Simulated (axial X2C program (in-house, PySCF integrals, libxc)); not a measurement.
**SnH: properties at the nuclei**

Aim: properties at the nuclei of SnH, with spin–orbit coupling in the Hamiltonian from the start.

Computed with an in-house X2C program for linear molecules on PySCF integrals. Level: two-component X2C with atomic mean-field terms, Sn dyall-acv3z, H dyall-av3z.

All values are calculated.

### Step 1. Input

File task.json:

```json
{"zs": [50, 1], "q": 0, "bas": ["dyall-acv3z", "dyall-av3z"], "r0": 1.72, "levels": ["PBE0", "HF", "B3LYP"], "nst": 1, "ff": 1, "thr": -3.5, "nmax": 130, "opt": {"ecut": 60}}
```

Keys: zs atomic numbers; q charge; bas basis sets; r0 starting distance in Å; levels methods (HF also brings MP2); nst determinants followed; ff finite-field run; thr threshold in hartree for freezing inner shells (an s shell follows its p shell); nmax most natural virtual spinors; ecut virtual cutoff in hartree.

Launch:

```bash
> python soeom.py task.json out
```

Nuclei are Gaussian, cores are contracted, and the Gaunt term is on.

### Step 2. Expectation values, lowest determinant

R = 1.780 Å. State: Ω = 1/2 (excess of +ω over −ω: ω = 1/2).

Output of the PBE0 run:

```text
two-component X2C + atomic mean field  PBE0
basis functions 171  fitting functions 855  grid points 5072
iter        total energy     max residual
   1      -6174.216727145     2.63e-05
   2      -6174.216727175     2.76e-05
   3      -6174.216727189     5.88e-06
   4      -6174.216727193     2.08e-06
   5      -6174.216727193     6.86e-07
converged
one-electron -8514.58590585  Coulomb 2495.63406217  exact exchange -41.04297936  xc functional -125.56721652  nuclear repulsion 14.86452840  atomic mean-field constant -3.51921603
```

The highest occupied spinor is 85% Sn p, 10% H p, 4% H d.

| level | Eeff magnitude (GV/cm) | Ws magnitude Sn (kHz) | A∥/gI Sn (MHz) | qzz Sn (a.u.) | A∥/gI H (MHz) | qzz H (a.u.) | μ (D) |
| --- | --- | --- | --- | --- | --- | --- | --- |
| PBE0 | 0.472 | 0.56 | 2560 | -5.09 | 12.4 | 0.08 | -0.52 |
| HF | 0.154 | 0.135 | 2300 | -5.15 | 14.3 | 0.09 | -0.42 |
| B3LYP | 0.859 | 0.998 | 2470 | -4.99 | 10.4 | 0.08 | -0.63 |

Eeff is the effective electric field on the electron dipole moment in this Ω state and Ws the scalar–pseudoscalar constant (defined with the proton number Z and per Ω); A∥ is the parallel hyperfine constant, which follows by multiplying with the nuclear g factor gI = μI/(I μN); qzz is the electric field gradient, eQq0 = 234.96 MHz × Q/barn × qzz; μ is positive if H is the positive end. The operators were transformed with the bare-nucleus X2C matrices.

### Step 3. Finite-field coupled cluster

Output:

```text
two-component X2C + atomic mean field  HF
basis functions 171  fitting functions 855  grid points 5072
iter        total energy     max residual
   1      -6171.778448761     2.08e-01
   2      -6171.797591414     4.78e-03
   3      -6171.798180279     1.36e-03
   4      -6171.798245251     6.40e-04
   5      -6171.798259305     3.77e-04
   6      -6171.798263642     1.65e-04
   7      -6171.798264744     8.64e-05
   8      -6171.798265200     5.21e-05
   9      -6171.798265350     3.07e-05
  10      -6171.798265429     9.39e-06
  11      -6171.798265436     2.27e-06
  12      -6171.798265437     1.06e-06
converged
one-electron -8513.67150571  Coulomb 2494.76858554  exact exchange -164.24065763  xc functional 0.00000000  nuclear repulsion 14.86452840  atomic mean-field constant -3.51921603
correlated 15  virtual 259  natural virtual 130  E(MP2) -0.540477543  MP2 remainder -0.010375812
iter   CCSD correlation   residual
   1     -0.491158916   1.20e-01
   2     -0.503335473   3.99e-02
   3     -0.504027462   1.57e-02
   4     -0.504033299   3.81e-03
   5     -0.504070292   9.26e-04
   6     -0.504065673   3.54e-04
   7     -0.504064652   1.73e-04
   8     -0.504066296   9.61e-05
   9     -0.504065009   4.27e-05
  10     -0.504065280   1.91e-05
  11     -0.504065287   6.78e-06
(T) -0.015208265  T1 0.0192  D1 0.0553  max T2 0.086
```

T1 in the output is the amplitude norm over the root of the electron number; divide by √2 for the Lee–Taylor value.

15 electrons correlated in 130 natural virtual spinors, MP2 remainder added; T1 = 0.014.

| level | Eeff magnitude (GV/cm) | Ws magnitude Sn (kHz) | A∥/gI Sn (MHz) | qzz Sn (a.u.) | A∥/gI H (MHz) | μ (D) |
| --- | --- | --- | --- | --- | --- | --- |
| HF | 0.156 | 0.137 | 2300 | -5.15 | 14.3 | -0.42 |
| MP2 | 1.15 | 1.36 | 2480 | -4.90 | 17.9 | -0.70 |
| CCSD | 0.954 | 1.14 | 2170 | -4.90 | 12.3 | -0.56 |
| CCSD(T) | 1.06 | 1.26 | 2140 | -4.87 | 12.5 | -0.56 |

### Step 4. Results

| quantity | value |
| --- | --- |
| lowest determinant | Ω = 1/2 (excess of +ω over −ω: ω = 1/2) |
| Eeff magnitude (GV/cm), PBE0 | 0.472 |
| Ws magnitude Sn (kHz), PBE0 | 0.56 |
| A∥/gI Sn (MHz), PBE0 | 2560 |
| qzz Sn (a.u.), PBE0 | -5.09 |
| Eeff magnitude (GV/cm), CCSD(T) | 1.06 |
| Ws magnitude Sn (kHz), CCSD(T) | 1.26 |
| A∥/gI Sn (MHz), CCSD(T) | 2140 |
| qzz Sn (a.u.), CCSD(T) | -4.87 |

In words: In the first state, the effective field runs from 0.154 to 0.859 GV/cm over the mean-field levels, so the levels don't agree on it. The expectation values come from single determinants, which for open shells can mix terms of unlike spin or miss the lowest Ω, so a determinant need not be a state. Eeff is the effective electric field on the electron dipole moment in this Ω state and Ws the scalar–pseudoscalar constant (defined with the proton number Z and per Ω); A∥ is the parallel hyperfine constant, which follows by multiplying with the nuclear g factor gI = μI/(I μN); qzz is the electric field gradient, eQq0 = 234.96 MHz × Q/barn × qzz; μ is positive if H is the positive end. The operators were transformed with the bare-nucleus X2C matrices. Correlation of the inner shells is missing, which matters for properties at the nucleus.
